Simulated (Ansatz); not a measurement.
# C₅H₂AlClF₆O₃: small, medium and large basis sets

An exercise on one series of results from a longer session: the logs are not shown, and one member is left open.

Method: one geometry, several basis sets; program: Ansatz 0.2.0, Gaussian basis.

Plan: PBE0-D4/def2-SVP; ωB97M-V/def2-SVP; PBE0-D4/def2-QZVPP; ωB97M-V/def2-QZVPP; the functionals' def2-TZVPP values are taken from earlier runs.

### The relaxed structure

All runs share one geometry, relaxed beforehand with PBE0-D4 in a triple-zeta def2 set.

18 atoms, charge 0, spin multiplicity 1.

Atoms are counted from 1 here; the program's logs count them from 0.

Bond lengths: O1–Al2 1.681 Å, O1–H17 0.953 Å, Al2–Cl3 2.091 Å, Al2–O4 1.834 Å, Al2–O16 1.834 Å, O4–C5 1.260 Å, C5–C6 1.535 Å, C5–C10 1.388 Å, C6–F7 1.326 Å, C6–F8 1.331 Å, C6–F9 1.330 Å, C10–C11 1.388 Å, C10–H18 1.077 Å, C11–C12 1.535 Å, C11–O16 1.260 Å, C12–F13 1.326 Å, C12–F14 1.330 Å, C12–F15 1.331 Å. Angles: Al2–O1–H17 127.3°, O1–Al2–Cl3 118.5°, O1–Al2–O4 112.9°, O1–Al2–O16 113.0°, Cl3–Al2–O4 108.0°, Cl3–Al2–O16 108.0°, O4–Al2–O16 93.5°, Al2–O4–C5 126.6°, O4–C5–C6 113.7°, O4–C5–C10 126.4°, C6–C5–C10 119.9°, C5–C6–F7 110.0°, C5–C6–F8 111.8°, C5–C6–F9 109.5°, F7–C6–F8 108.5°, F7–C6–F9 108.7°, F8–C6–F9 108.4°, C5–C10–C11 119.6° and more.

The first run:

Input file in.yaml:

```yaml
crystal:
  periodic: [false, false, false]
  atoms:
    - {symbol: O, position_ang: [0.162118, -0.389336, 3.459370]}
    - {symbol: Al, position_ang: [-0.620733, 0.245644, 2.114353]}
    - {symbol: Cl, position_ang: [-2.349272, 1.383671, 2.409842]}
    - {symbol: O, position_ang: [0.500925, 1.193785, 1.015279]}
    - {symbol: C, position_ang: [0.664893, 1.019587, -0.221665]}
    - {symbol: C, position_ang: [1.597491, 2.051193, -0.871079]}
    - {symbol: F, position_ang: [1.134957, 3.276000, -0.659308]}
    - {symbol: F, position_ang: [1.705547, 1.861770, -2.183615]}
    - {symbol: F, position_ang: [2.809666, 1.953488, -0.332674]}
    - {symbol: C, position_ang: [0.113235, 0.003556, -0.990390]}
    - {symbol: C, position_ang: [-0.670878, -0.967614, -0.382493]}
    - {symbol: C, position_ang: [-1.218721, -2.138332, -1.210118]}
    - {symbol: F, position_ang: [-2.539732, -2.188717, -1.103378]}
    - {symbol: F, position_ang: [-0.709700, -3.279521, -0.754789]}
    - {symbol: F, position_ang: [-0.903297, -2.023050, -2.497566]}
    - {symbol: O, position_ang: [-0.986011, -1.018505, 0.836275]}
    - {symbol: H, position_ang: [0.951958, -0.922675, 3.469943]}
    - {symbol: H, position_ang: [0.319954, -0.049945, -2.046285]}
basis:
  gaussian: {orbitals: def2-SVP}
hamiltonian: {xc: pbe0, dispersion: d4}
output: {orbitals: {seedname: orbitals}}
```

On the command line:

```bash
ansatz run in.yaml --threads 10 --pin off --events-out ev --progress --plain --max-ram 110592MiB --backend cpu
```

Among the steps run: PBE0-D4 in def2-SVP; ωB97M-V in def2-SVP; PBE0-D4 in def2-QZVPP; ωB97M-V in def2-QZVPP.

One table of the session follows, with a row left open; its other results are not shown here.

It belongs to the step «Functionals by basis». 

| functional | basis | HOMO (eV) | LUMO (eV) |
| --- | --- | --- | --- |
| PBE0-D4 | def2-SVP | -8.67 | -3.76 |
| PBE0-D4 | def2-TZVPP | -8.81 | -3.81 |
| PBE0-D4 | def2-QZVPP | -8.85 | -3.85 |
| ωB97M-V | def2-SVP | -10.84 | -1.59 |
| ωB97M-V | def2-TZVPP | -10.99 | -1.69 |
| ωB97M-V | def2-QZVPP | ? | ? |

Q: Estimate the row for ωB97M-V, def2-QZVPP from the others.

**Answer.** HOMO (eV): -11.03; LUMO (eV): -1.74. In the column «HOMO (eV)» it is the lowest.
